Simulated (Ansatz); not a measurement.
# Ti: an axial (c/a) deformation path

Aim: for Ti, follow an axial (c/a) deformation at fixed volume.

Computed with Ansatz 0.2.0 (DFT PBE, scalar-relativistic, plane waves, PAW, unless a step's input says otherwise).

## 1. The starting structure

Symmetry: P6_3/mmc, No. 194, hexagonal system. Conventional cell: a = 2.950 Å, b = 2.950 Å, c = 4.686 Å, α = 90.00°, β = 90.00°, γ = 120.00°. Ti (site symmetry -6m2) is surrounded by 12 Ti at 2.90 to 2.95 Å.

As a file:

```xyz
2
Lattice="2.9500 0.0000 0.0000 -1.4750 2.5548 0.0000 0.0000 0.0000 4.6860" Properties=species:S:1:pos:R:3 pbc="T T T"
Ti    0.0000    1.7032    1.1715
Ti    1.4750    0.8516    3.5145
```

No relaxation comes first: the listed cell is the starting point.

## 2. The reference cell

The reference gives a free energy of -4999.3423 eV, pressure -1.63 GPa, largest force 0.000 eV/Å and gap on the mesh none (metal). It was computed beforehand with the settings of the runs below.

## 3. Setting up an axial (c/a) deformation path

At fixed volume and fractional coordinates, lengths along (0.000, 0.000, 1.000) are scaled against those across it; ρ is that ratio over its starting value.

## 4. At ρ = 0.850

The input, input.yaml:

```yaml
crystal:
  lattice:
    - [3.1142159576, 0.0, 0.0]
    - [-1.5571079788, 2.6969901322, 0.0]
    - [0.0, 0.0, 4.2048279924]
  atoms:
    - { symbol: Ti, position: [0.3333333333, 0.6666666667, 0.25] }
    - { symbol: Ti, position: [0.6666666667, 0.3333333333, 0.75] }
basis:
  ecutwfc: 420
kpoints:
  mp_grid: { grid: [24, 24, 12] }
hamiltonian:
  xc: pbe
scf:
  occupations: { method: gaussian, width: 0.15 }
output:
  forces: true
  stress: true
  eigenvalues: true
```

Launch:

```console
$ ansatz run input.yaml --threads 1 --pin off --max-ram 2560MiB --backend cpu --events-out ev --progress --plain --runs-dir out
```

## 5. At ρ = 1.200

input.yaml, as its differences from that of step 4:

```diff
@@ -2,5 +2,5 @@
   lattice:
-    - [3.1142159576, 0.0, 0.0]
-    - [-1.5571079788, 2.6969901322, 0.0]
-    - [0.0, 0.0, 4.2048279924]
+    - [2.7760542717, 0.0, 0.0]
+    - [-1.3880271359, 2.4041335216, 0.0]
+    - [0.0, 0.0, 5.2916337976]
   atoms:
```

## 6. Point ρ = 0.920

input.yaml, as its differences from that of step 5:

```diff
@@ -2,5 +2,5 @@
   lattice:
-    - [2.7760542717, 0.0, 0.0]
-    - [-1.3880271359, 2.4041335216, 0.0]
-    - [0.0, 0.0, 5.2916337976]
+    - [3.0331397821, 0.0, 0.0]
+    - [-1.516569891, 2.6267761045, 0.0]
+    - [0.0, 0.0, 4.4326234106]
   atoms:
```

## 7. ρ = 1.100

input.yaml, as its differences from that of step 6:

```diff
@@ -2,5 +2,5 @@
   lattice:
-    - [3.0331397821, 0.0, 0.0]
-    - [-1.516569891, 2.6267761045, 0.0]
-    - [0.0, 0.0, 4.4326234106]
+    - [2.8577493804, 0.0, 0.0]
+    - [-1.4288746902, 2.4748835611, 0.0]
+    - [0.0, 0.0, 4.9934120815]
   atoms:
```

## 8. Point ρ = 0.960

input.yaml, as its differences from that of step 7:

```diff
@@ -2,5 +2,5 @@
   lattice:
-    - [2.8577493804, 0.0, 0.0]
-    - [-1.4288746902, 2.4748835611, 0.0]
-    - [0.0, 0.0, 4.9934120815]
+    - [2.9904138122, 0.0, 0.0]
+    - [-1.4952069061, 2.5897743292, 0.0]
+    - [0.0, 0.0, 4.5601917682]
   atoms:
```

## 9. At ρ = 1.050

input.yaml, as its differences from that of step 8:

```diff
@@ -2,5 +2,5 @@
   lattice:
-    - [2.9904138122, 0.0, 0.0]
-    - [-1.4952069061, 2.5897743292, 0.0]
-    - [0.0, 0.0, 4.5601917682]
+    - [2.902408928, 0.0, 0.0]
+    - [-1.451204464, 2.5135598638, 0.0]
+    - [0.0, 0.0, 4.8409264427]
   atoms:
```

## 10. ρ = 0.800

input.yaml, as its differences from that of step 9:

```diff
@@ -2,5 +2,5 @@
   lattice:
-    - [2.902408928, 0.0, 0.0]
-    - [-1.451204464, 2.5135598638, 0.0]
-    - [0.0, 0.0, 4.8409264427]
+    - [3.177788863, 0.0, 0.0]
+    - [-1.5888944315, 2.7520458832, 0.0]
+    - [0.0, 0.0, 4.038272383]
   atoms:
```

## 11. At ρ = 1.300

input.yaml, as its differences from that of step 10:

```diff
@@ -2,5 +2,5 @@
   lattice:
-    - [3.177788863, 0.0, 0.0]
-    - [-1.5888944315, 2.7520458832, 0.0]
-    - [0.0, 0.0, 4.038272383]
+    - [2.7029660044, 0.0, 0.0]
+    - [-1.3514830022, 2.3408372254, 0.0]
+    - [0.0, 0.0, 5.5816746605]
   atoms:
```

(Steps that only read results are left out.)

Before running it: what results should come out? Wanted: highest point.

The runs gave:

| quantity | value |
| --- | --- |
| highest point | 219.4 meV/atom at ρ = 1.300 |

The undisturbed cell stays the lowest of the sampled points. No sampled point inside the path is a dip, apart from those named.
